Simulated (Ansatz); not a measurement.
Crystal: Zn3H.

```
Zn H
1.0
     0.00000    2.99658    2.99658
     2.99658    0.00000    2.99658
     2.99658    2.99658    0.00000
Zn H
3 1
Cartesian
  2.9966 2.9966 2.9966
  1.4983 1.4983 1.4983
  4.4949 4.4949 4.4949
  0.0000 0.0000 0.0000
```

The cell was built by a generator and needn't be a form met in nature.

Base run:

```yaml
Program: Ansatz 0.2.0
Functional: LDA
Potentials_or_basis: Ansatz PAW
Cutoff: "420 eV (not typed: the program's choice for these potentials)"
k_mesh: 6 × 6 × 6
Occupations: fermi-dirac, width 0.05 eV
Spin: no spin polarisation
```

Its results: band gap on the k mesh none (metal or under the smearing width); pressure -7.4 GPa.

Problem. After a change of settings the same cell gave: band gap on the k mesh none (metal or under the smearing width); pressure -4.5 GPa. Which change was it?
A. functional from LDA to revPBE
B. functional from LDA to PBEsol
C. functional from LDA to BLYP
D. functional from LDA to PBE

Solution. B.

PBEsol binds less tightly than LDA, so the same cell stands under more pressure.

Caveats: the PAW data sets come from PBE, with cores solved anew for the run's functional, which leaves a small shift of forces and pressure.
